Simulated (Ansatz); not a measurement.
**CH7BGeS: two geometries relaxed**

Program: Ansatz 0.2.0. Level of theory: RKS LDA/def2-SVP. These are calculated values, not measurements.

### Step 1. The structure to begin with

Bond lengths: C1–B2 1.530 Å, B2–Ge3 1.991 Å, Ge3–S4 2.207 Å, C1–H5 1.107 Å, C1–H6 1.110 Å, C1–H7 1.139 Å, B2–H8 1.142 Å, Ge3–H9 1.617 Å, Ge3–H10 1.544 Å, S4–H11 1.428 Å. Angles (14 of 16 angles, heavy atoms first): C1–B2–Ge3 118.4°, B2–Ge3–S4 112.4°, C1–B2–H8 122.5°, Ge3–B2–H8 119.2°, B2–C1–H5 113.5°, B2–C1–H6 114.0°, B2–C1–H7 110.3°, B2–Ge3–H9 109.0°, B2–Ge3–H10 110.7°, S4–Ge3–H9 108.6°, S4–Ge3–H10 108.7°, Ge3–S4–H11 90.5°, H5–C1–H6 107.3°, H5–C1–H7 105.2°.

As a file:

```xyz
11

C    -1.0792    1.3016   -0.2119
B    -0.6559    0.0691    0.5901
Ge    1.1978   -0.6189    0.3585
S     1.2353   -2.6896   -0.4056
H    -0.4918    2.2090    0.0285
H    -1.0363    1.1617   -1.3124
H    -2.1592    1.5745    0.0250
H    -1.3617   -0.4645    1.3120
H     1.9559   -0.5827    1.7861
H     1.9971    0.2806   -0.6085
H     0.4635   -2.2978   -1.5412
```

### Step 2. Relaxing end A

input.yaml

```yaml
crystal:
  periodic: [false, false, false]
  atoms:
    - { symbol: C, position_ang: [-1.0792, 1.3016, -0.2119] }
    - { symbol: B, position_ang: [-0.6559, 0.0691, 0.5901] }
    - { symbol: Ge, position_ang: [1.1978, -0.6189, 0.3585] }
    - { symbol: S, position_ang: [1.2353, -2.6896, -0.4056] }
    - { symbol: H, position_ang: [-0.4918, 2.209, 0.0285] }
    - { symbol: H, position_ang: [-1.0363, 1.1617, -1.3124] }
    - { symbol: H, position_ang: [-2.1592, 1.5745, 0.025] }
    - { symbol: H, position_ang: [-1.3617, -0.4645, 1.312] }
    - { symbol: H, position_ang: [1.9559, -0.5827, 1.7861] }
    - { symbol: H, position_ang: [1.9971, 0.2806, -0.6085] }
    - { symbol: H, position_ang: [0.4635, -2.2978, -1.5412] }
basis:
  gaussian: { orbitals: def2-SVP }
hamiltonian:
  xc: lda
relax:
  f_tol: 0.02
  max_steps: 50
```

Launch:

```
$ ansatz run input.yaml --threads 2 --pin off --max-ram 3072MiB --backend cpu --events-out ev --progress --plain --runs-dir out
```

Q: Estimate wall time and peak memory on 2 threads of Arm Neoverse N1, shared host.

About 54 s, with a peak of 0.15 GiB.
